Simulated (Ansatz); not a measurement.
# GdN: the cost of one run

Computed with Ansatz 0.2.0 (DFT PBEsol with U = 6 eV on Gd 4f, scalar-relativistic, plane waves, PAW, unless a step's input says otherwise).

2 further runs of the same task are left out: 2 set aside as unsound or not needed.

## 1. Starting point

The structure is cubic, space group Fm-3m (No. 225). Conventional cell: a = 4.999 Å, b = 4.999 Å, c = 4.999 Å, α = 90.00°, β = 90.00°, γ = 90.00°. Gd (site symmetry m-3m) has 6 N at 2.50 Å as nearest neighbours. N (site symmetry m-3m) is surrounded by 6 Gd at 2.50 Å.

Coordinates:

```cif
data_structure
_symmetry_space_group_name_H-M 'Fm-3m'
_symmetry_Int_Tables_number 225
_cell_length_a 4.9990
_cell_length_b 4.9990
_cell_length_c 4.9990
_cell_angle_alpha 90.000
_cell_angle_beta 90.000
_cell_angle_gamma 90.000
_cell_volume 124.92
loop_
_atom_site_label
_atom_site_type_symbol
_atom_site_symmetry_multiplicity
_atom_site_Wyckoff_symbol
_atom_site_fract_x
_atom_site_fract_y
_atom_site_fract_z
_atom_site_occupancy
Gd1 Gd 4 b 0.50000 0.00000 0.00000 1
N1 N 4 a 0.00000 0.00000 0.00000 1
```

An earlier run on this cell at PBE+U (U_eff = 6 eV on Gd 4f) gave 0.30 GPa at 15.616 Å³/atom (8×8×8 mesh), a metal on this mesh, moments in the atoms' spheres Gd 6.94; N -0.14 μB.

## 2. At the given cell

File input.yaml:

```yaml
crystal:
  lattice:
    - [0.0, 2.4994985661, 2.4994985661]
    - [2.4994985661, 0.0, 2.4994985661]
    - [2.4994985661, 2.4994985661, 0.0]
  atoms:
    - { symbol: Gd, position: [0.5, 0.5, 0.5], spin: 7.63 }
    - { symbol: "N", position: [0.0, 0.0, 0.0] }
basis:
  ecutwfc: 420
  ecutrho_ratio: 4
kpoints:
  mp_grid: { grid: [8, 8, 8] }
hamiltonian:
  xc: pbesol
  hubbard: { sites: [{ species: Gd, l: f, u_eff: 6.0 }] }
scf:
  occupations: { method: gaussian, width: 0.05 }
  lower_state_search: "off"
output:
  forces: true
  stress: true
  eigenvalues: true
  populations: true
  hubbard: { sites: [{ species: Gd, l: f }] }
magnetization:
  spin_polarized: true
checkpoint:
  read: start.run
  write: ck
  compress: false
  write_wavefunctions: false
  write_every: 100000
```

start.run holds the state of a PBE+U run on this cell.

Started as:

```
$ ansatz run input.yaml --threads 4 --pin off --max-ram 6144MiB --backend cpu --events-out ev --progress --plain --runs-dir out
```

**Question.** How long does this run take on 4 threads of Arm Neoverse V1, shared host, and how much memory does it need?

About 1.5 s, with a peak of 0.34 GiB.
